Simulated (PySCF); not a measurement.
# SbO⁻ (triplet): the SCF solver's settings

Aim: find out which solver settings change the answer for SbO⁻ (triplet).

Program: PySCF 2.14.0. Level of theory: each script names its method and basis. These are calculated values, not measurements.

2 further runs of the same task are left out: 2 for a known fault of the program.

## Step 1: The system as given

SbO⁻ (triplet): 2 atoms, charge -1, spin multiplicity 3.

Bond lengths: Sb1–O2 1.962 Å.

## Step 2: The run that the others are compared with

File input.py:

```python
from pyscf import gto, scf, mp

mol = gto.M(
    atom='Sb 0 0 0; O 0 0 1.962',
    basis='x2c-svpall',
    charge=-1,
    spin=2,
    symmetry=True,
    verbose=4,
)
mf = scf.UHF(mol)
mf = mf.sfx2c1e()
mf.kernel()
mp.MP2(mf, frozen=19).kernel()
mf.dip_moment()
print('orbital energies (hartree):', [e[max(0, n-3):n+3].round(4) for e, n in zip(mf.mo_energy, mol.nelec)])
```

Launch:

```
$ OMP_NUM_THREADS=1 python input.py
```

Its log is not repeated here.

In short: E(SCF) = -6552.181523 Eh, E(MP2) − E(SCF) = -0.29860 Eh, ⟨S²⟩ = 2.037.

The bond length is a typed value, not an optimised one. The dipole of an ion depends on the origin. The triplet is typed in the script; nothing here shows that it is the ground state.

## Step 3: Initial guess hcore

Variant 1 changes initial guess: minao → hcore.

File input.py:

```python
from pyscf import gto, scf, mp

mol = gto.M(
    atom='Sb 0 0 0; O 0 0 1.962',
    basis='x2c-svpall',
    charge=-1,
    spin=2,
    symmetry=True,
    verbose=4,
)
mf = scf.UHF(mol)
mf = mf.sfx2c1e()
mf.init_guess = 'hcore'
mf.kernel()
mp.MP2(mf, frozen=19).kernel()
mf.dip_moment()
print('orbital energies (hartree):', [e[max(0, n-3):n+3].round(4) for e, n in zip(mf.mo_energy, mol.nelec)])
```

Launch:

```
$ OMP_NUM_THREADS=1 python input.py
```

## Step 4: Smearing width 0.005 hartree

Variant 2 changes smearing width: none → 0.005 hartree; step after the SCF: mp2 → none.

input.py: that of step 2 with these lines changed.

```diff
@@ -1,2 +1,2 @@
-from pyscf import gto, scf, mp
+from pyscf import gto, scf
 
@@ -12,4 +12,4 @@
 mf = mf.sfx2c1e()
+mf = scf.addons.smearing_(mf, sigma=0.005, method='fermi')
 mf.kernel()
-mp.MP2(mf, frozen=19).kernel()
 mf.dip_moment()
```

## Step 5: Second-order solver on

Variant 3 changes second-order solver: off → on.

input.py: that of step 2 with these lines changed.

```diff
@@ -12,2 +12,3 @@
 mf = mf.sfx2c1e()
+mf = mf.newton()
 mf.kernel()
```

Before running it: what results should come out? Wanted: for each run, E(SCF); from base; gap, α spin; after the SCF.

As calculated:

| run | E(SCF) (hartree) | from base (eV) | cycles | gap, α spin (eV) | after the SCF |
| --- | --- | --- | --- | --- | --- |
| base | -6552.181523 | 0 | 16 | 11.43 | MP2 correlation -8.125 eV, core frozen |
| initial guess hcore | -6552.181523 | 0.0000 | 19 | 11.43 | MP2 correlation -8.125 eV, core frozen |
| smearing width 0.005 hartree | -6552.007037 | not comparable | 11 | n/a | n/a |
| second-order solver on | -6552.181523 | 0.0000 | 4 macro | 11.43 | MP2 correlation -8.125 eV, core frozen |

Distance from each run's final energy (log10 hartree) by cycle:

| run | cycle 1 | cycle 2 | cycle 3 | cycle 5 | cycle 8 | cycle 12 |
| --- | --- | --- | --- | --- | --- | --- |
| base | -0.7 | -0.5 | -2.5 | -3.5 | -4.1 | -6.6 |
| initial guess hcore | 1.0 | 1.2 | 0.6 | -0.6 | -3.0 | -4.1 |
| smearing width 0.005 hartree | -0.7 | -0.1 | -1.7 | -3.5 | -6.9 | done |
| second-order solver on | -2.2 | -6.9 | -11.0 | done | done | done |

What this shows: No change of the SCF energy comes from initial guess hcore or second-order solver on. The base needs 16 cycles and the run with initial guess hcore needs 19.
